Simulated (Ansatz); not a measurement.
# CH9NOSi2: the cost of one run

Method: RKS B3LYP/6-31G*, in Ansatz 0.2.0.

1 further run of the same task is left out (it didn't finish).

## (1) The structure to begin with

Bond lengths: C1–N2 1.421 Å, N2–Si3 1.691 Å, Si3–O4 1.668 Å, Si3–Si5 2.317 Å, C1–H6 1.162 Å, C1–H7 1.051 Å, C1–H8 1.091 Å, N2–H9 1.048 Å, Si3–H10 1.520 Å, O4–H11 1.038 Å, Si5–H12 1.475 Å, Si5–H13 1.533 Å, Si5–H14 1.495 Å. Angles (14 of 22 angles, heavy atoms first): C1–N2–Si3 125.7°, N2–Si3–O4 104.5°, N2–Si3–Si5 117.2°, O4–Si3–Si5 113.5°, C1–N2–H9 107.5°, Si3–N2–H9 109.6°, N2–C1–H6 109.5°, N2–C1–H7 114.8°, N2–C1–H8 108.6°, N2–Si3–H10 104.5°, O4–Si3–H10 104.3°, Si5–Si3–H10 111.6°, Si3–O4–H11 109.8°, Si3–Si5–H12 111.0°.

As a file:

```xyz
14

C    -1.2855   -0.6043    1.3487
N     0.0120   -0.0250    1.3418
Si    1.0363    0.0853    0.0008
O     1.4481   -1.4940   -0.3424
Si    0.2519    1.2548   -1.8386
H    -1.9749   -0.0195    0.6185
H    -1.3134   -1.6265    1.1040
H    -1.7454   -0.4157    2.3204
H     0.5386   -0.4235    2.1550
H     2.3160    0.6976    0.5478
H     0.5900   -2.0475   -0.5305
H     1.2551    1.2716   -2.9203
H    -0.1198    2.6990   -1.4818
H    -1.0220    0.6185   -2.2946
```

## (2) Relaxing end A

Input file input.yaml:

```yaml
crystal:
  periodic: [false, false, false]
  atoms:
    - { symbol: C, position_ang: [-1.2855, -0.6043, 1.3487] }
    - { symbol: "N", position_ang: [0.012, -0.025, 1.3418] }
    - { symbol: Si, position_ang: [1.0363, 0.0853, 0.0008] }
    - { symbol: O, position_ang: [1.4481, -1.494, -0.3424] }
    - { symbol: Si, position_ang: [0.2519, 1.2548, -1.8386] }
    - { symbol: H, position_ang: [-1.9749, -0.0195, 0.6185] }
    - { symbol: H, position_ang: [-1.3134, -1.6265, 1.104] }
    - { symbol: H, position_ang: [-1.7454, -0.4157, 2.3204] }
    - { symbol: H, position_ang: [0.5386, -0.4235, 2.155] }
    - { symbol: H, position_ang: [2.316, 0.6976, 0.5478] }
    - { symbol: H, position_ang: [0.59, -2.0475, -0.5305] }
    - { symbol: H, position_ang: [1.2551, 1.2716, -2.9203] }
    - { symbol: H, position_ang: [-0.1198, 2.699, -1.4818] }
    - { symbol: H, position_ang: [-1.022, 0.6185, -2.2946] }
basis:
  gaussian: { orbitals: "6-31G*" }
hamiltonian:
  xc: b3lyp
relax:
  f_tol: 0.02
  max_steps: 50
```

Started as:

```sh
$ ansatz run input.yaml --threads 2 --pin off --max-ram 3072MiB --backend cpu --events-out ev --progress --plain --runs-dir out
```

What time and memory should one allow on 2 threads of AMD EPYC 7B13 (Zen 3), shared host?

About 39 s, with a peak of 0.24 GiB.
